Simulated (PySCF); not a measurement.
# A diatomic session: GaCl+

The task here is to estimate one member of a computed series from the others.

Program: PySCF 2.14.0. Level of theory: Ga def2-TZVPPD, Cl def2-TZVPPD, no relativity. These are calculated values, not measurements.

The first run:

Settings of the job:

```yaml
atoms: Ga, Cl
charge: 1
basis: Ga def2-TZVPPD, Cl def2-TZVPPD
Hamiltonian: no relativity
basis_functions: 105
electrons_treated: 47
masses_in_u: 68.9256, 34.9689
levels: PBE0, PBE, r²SCAN, r²SCANh, TPSS, TPSSh, B2PLYP, PW91, HSE06, HF, MP2, SCS-MP2, CCSD, CCSD(T)
grid: 80 radial by 434 angular points
occupations: held fixed by the projection of orbital angular momentum
dissociation_limit: Ga+ + Cl, each in its ground configuration
starting_distance_in_angstrom: 2.275
values_of_2S_to_try: 1, 3
```

On the command line:

```console
> OMP_NUM_THREADS=2 python dia.py task.json out
```

Steps of the session up to this table: The job; PBE0 along the bond; Higher solutions at PBE0; PBE; r²SCAN (meta-GGA); r²SCANh (hybrid meta-GGA); TPSS (meta-GGA); TPSSh (hybrid meta-GGA); B2PLYP (double hybrid); PW91 (GGA); HSE06 (range-separated hybrid); UHF (mean field); MP2 and coupled cluster.

One table of the session follows, with a row left open; its other results are not shown here.

It belongs to the step «The curves together». Energy (eV) from each level's lowest point:

```
R (Å)    UHF  UHF-MP2  UHF-SCS-MP2  UHF-CCSD  UHF-CCSD(T)
1.807  1.095    1.006        1.058       n/a          n/a
1.891  0.443    0.393        0.428     0.446        0.460
1.975  0.110    0.086        0.106     0.120        0.128
2.038      ?        ?            ?         ?            ?
2.101  0.000    0.003        0.000     0.000        0.000
2.164  0.053    0.072        0.056     0.042        0.040
2.248  0.179    0.236        0.200     0.154        0.153
2.353  0.352    0.505        0.436     0.328        0.338
2.479  0.504    0.803        0.688     0.524        0.554
2.647  0.595    1.038        0.873       n/a          n/a
```

Estimate the missing values for R (Å) = 2.038.

Worked estimate for «UHF». A straight line through the neighbours (1.975, 0.110) and (2.101, 0.000) gives 0.110 + (0.000 − 0.110) × (2.038 − 1.975) / (2.101 − 1.975) = 0.055; a parabola fitted to 4 rows on both sides gives 0.004.

**Answer.** UHF: 0.010; UHF-MP2: 0.000; UHF-SCS-MP2: 0.009; UHF-CCSD: 0.017; UHF-CCSD(T): 0.021. In «UHF» the line misses by +0.045 and the parabola by -0.006.
